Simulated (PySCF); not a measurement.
# WF4: structure of the singlet

Where does singlet WF4 go from a see-saw start, is the end point a minimum, and what are its modes, charges and moments?

Program: PySCF 2.14.0. Level of theory: PBE, basis W def2-SVP with ECP60, F def2-SVP, scalar-relativistic core potentials, no spin–orbit coupling, density fitting. These are calculated values, not measurements.

## Step 1: Where the work starts

5 atoms, charge 0, spin multiplicity 1.

Bond lengths: W1–F2 2.010 Å, W1–F3 2.010 Å, W1–F4 2.010 Å, W1–F5 2.010 Å. Angles: F2–W1–F3 170.0°, F2–W1–F4 86.9°, F2–W1–F5 86.9°, F3–W1–F4 86.9°, F3–W1–F5 86.9°, F4–W1–F5 104.0°.

```xyz
5
charge 0 multiplicity 1
W     0.0000    0.0000   -0.2065
F     0.0000    2.0024   -0.0313
F     0.0000   -2.0024   -0.0313
F     1.5839    0.0000    1.0310
F    -1.5839    0.0000    1.0310
```

## Step 2: See-saw start, singlet: relaxation

One driver script runs all steps and calls PySCF; scf.py shows how it sets up the SCF of each step. The optimiser is the driver's own. Before each start the driver seeks the lowest SCF state from one or more starting densities and follows internal instabilities, so scf.py alone need not reach the same state.

The program finds C2v symmetry in the start, which this walk keeps. Threshold on the gradient: 0.0003 Eh/bohr, with a further test on the energy change.

Input file scf.py:

```python
from pyscf import gto, scf, dft
mol = gto.M(atom='''
W      0.000000     0.000000    -0.206498
F      0.000000     2.002400    -0.031298
F     -0.000000    -2.002400    -0.031298
F      1.583900    -0.000000     1.031002
F     -1.583900     0.000000     1.031002''',
    basis={'W': 'def2-SVP', 'F': 'def2-SVP'},
    ecp={'W': 'def2-SVP'},
    charge=0, spin=0)
mf = dft.RKS(mol, xc='PBE')
mf.grids.atom_grid = (50, 194)
aux = {'W': 'def2-universal-JKFIT', 'F': 'def2-universal-JKFIT'}
mf = mf.density_fit(auxbasis=aux)
mf.kernel()
```

Steps of the walk:

| step | energy (Eh) | change (kJ/mol) | largest symmetric gradient (Eh/bohr) |
| --- | --- | --- | --- |
| 0 | -465.884025 | 0.00 | 0.13933 |
| 1 | -465.948325 | -168.82 | 0.07920 |
| 2 | -465.982725 | -259.14 | 0.03358 |
| 3 | -465.989373 | -276.59 | 0.01879 |
| 4 | -465.991720 | -282.75 | 0.00242 |
| 5 | -465.991799 | -282.96 | 0.00493 |
| 6 | -465.991927 | -283.30 | 0.00082 |
| 7 | -465.991952 | -283.36 | 0.00063 |
| 8 | -465.991974 | -283.42 | 0.00015 |
| 9 | -465.991973 | -283.42 | 0.00001 |

The walk needed 23 s of wall time on 4 threads, shared host.

It settles in D2d symmetry, 283.4 kJ/mol below the start, after 9 steps: W–F 1.847 Å (×4); F–W–F 91.9° (×4), F–W–F 158.8° (×2).

## Step 3: Is it a minimum? Harmonic modes

On the finer grid the gradient is checked again; gradients at displacements of ±0.01 bohr then give force constants and infrared intensities.

Changes to scf.py since step 2:

```diff
@@ -3,5 +3,5 @@
-W      0.000000     0.000000    -0.206498
-F      0.000000     2.002400    -0.031298
-F     -0.000000    -2.002400    -0.031298
-F      1.583900    -0.000000     1.031002
-F     -1.583900     0.000000     1.031002''',
+W     -0.000000     0.000000     0.000000
+F      0.000017     1.815087    -0.339807
+F     -0.000017    -1.815087    -0.339807
+F      1.815087    -0.000017     0.339807
+F     -1.815087     0.000017     0.339807''',
@@ -12 +12 @@
-mf.grids.atom_grid = (50, 194)
+mf.grids.atom_grid = (75, 302)
```

The driver hands on the density of the step before, so the log starts near convergence.

SCF at the final geometry:

```text
init E= -465.991549690164
  HOMO = -0.214629911474919  LUMO = -0.164265070158893  gap/eV = 1.37050
cycle= 1 E= -465.991549687311  delta_E= 2.85e-09  |g|= 0.000127  |ddm|= 0.000123
  HOMO = -0.214652709746964  LUMO = -0.164287557818834  gap/eV = 1.37051
cycle= 2 E= -465.991549658726  delta_E= 2.86e-08  |g|= 0.000402  |ddm|= 0.000383
  HOMO = -0.2146352672818  LUMO = -0.164269328238942  gap/eV = 1.37053
cycle= 3 E= -465.991549690445  delta_E= -3.17e-08  |g|= 1.46e-05  |ddm|= 0.000291
  HOMO = -0.214635503326633  LUMO = -0.164269331031703  gap/eV = 1.37053
cycle= 4 E= -465.991549690486  delta_E= -4.12e-11  |g|= 1.01e-06  |ddm|= 1.01e-05
  HOMO = -0.214635267529189  LUMO = -0.16426908392729  gap/eV = 1.37053
Extra cycle  E= -465.991549690486  delta_E= 4.55e-13  |g|= 2.11e-06  |ddm|= 3.06e-06
converged SCF energy = -465.991549690486
```

The whole step took 24 s.

Geometry: D2d; W–F 1.847 Å (×4); F–W–F 91.9° (×4), F–W–F 158.8° (×2).

Harmonic modes (main isotopes):

```csv
symmetry,ω (cm⁻¹),IR (km/mol)
a1,111,0.0
b2,157,2.3
e,173,24.4
b1,281,0.0
b2,693,11.1
e,719,335
a1,727,0.0
```

Every mode is real; the point is a minimum.

Constants and moments:

```yaml
Dipole_moment: 0.00 D
Highest_occupied_level: -5.84 eV
Lowest_empty_level: -4.47 eV
Rotational_constants: 0.1258, 0.1258, 0.06733 cm⁻¹
Zero-point_energy: 22.4 kJ/mol
Principal_polarisabilities: 39.5, 39.5, 41.4 bohr³
Atomisation_energy_without_zero-point_energy: 2347 kJ/mol
Principal_traceless_quadrupole_moments_about_the_centre_of_mass: -1.18, -1.18, 2.36 D Å
Entropy_at_298.15_K_and_1_bar: 334.6 J/(mol K)
Heat_capacity_Cp_at_298.15_K: 85.6 J/(mol K)
Enthalpy_at_298.15_K_above_0_K: 18.91 kJ/mol
Rotational_symmetry_number: 4
```

Charges (e) and bond orders:

```
    atom  Mulliken  Löwdin  polar tensor  Mayer order to W1
      W1      0.95    0.17          2.06                  –
F2,3,4,5     -0.24   -0.04         -0.51               1.19
```

Mulliken populations on W1 (outside its core potential): s 2.86, p 6.33, d 3.65, f 0.20.

## Step 4: Stability of the closed shell

At the lowest minimum the closed shell is tested against spin polarisation, on the (50, 194) grid. It is stable.

## Step 5: Outcome

```
                                 quantity                                                               value
                                  minimum                                                        singlet, D2d
                                 geometry               W–F 1.847 Å (×4); F–W–F 91.9° (×4), F–W–F 158.8° (×2)
                       wavenumbers (cm⁻¹)  111 (a1), 157 (b2), 173 (e), 281 (b1), 693 (b2), 719 (e), 727 (a1)
                            dipole moment                                                              0.00 D
     highest occupied, lowest empty level                                                     -5.84, -4.47 eV
                polar-tensor charge of W1                                                             +2.06 e
                        zero-point energy                                                         22.4 kJ/mol
                      entropy at 298.15 K                                                     334.6 J/(mol K)
atomisation energy (no zero-point energy)                                                         2347 kJ/mol
```

What this shows: From C2v at the start the molecule goes to a D2d minimum. The strongest infrared band lies at 719 cm⁻¹ (e, stretch). The dipole vanishes although W1 carries +2.1 e by the polar tensor: the bond dipoles cancel. Other starts or spin states, not run here, may lie lower. Spin–orbit coupling, left out here, can matter for elements this heavy.

The search up to here took 77 s.
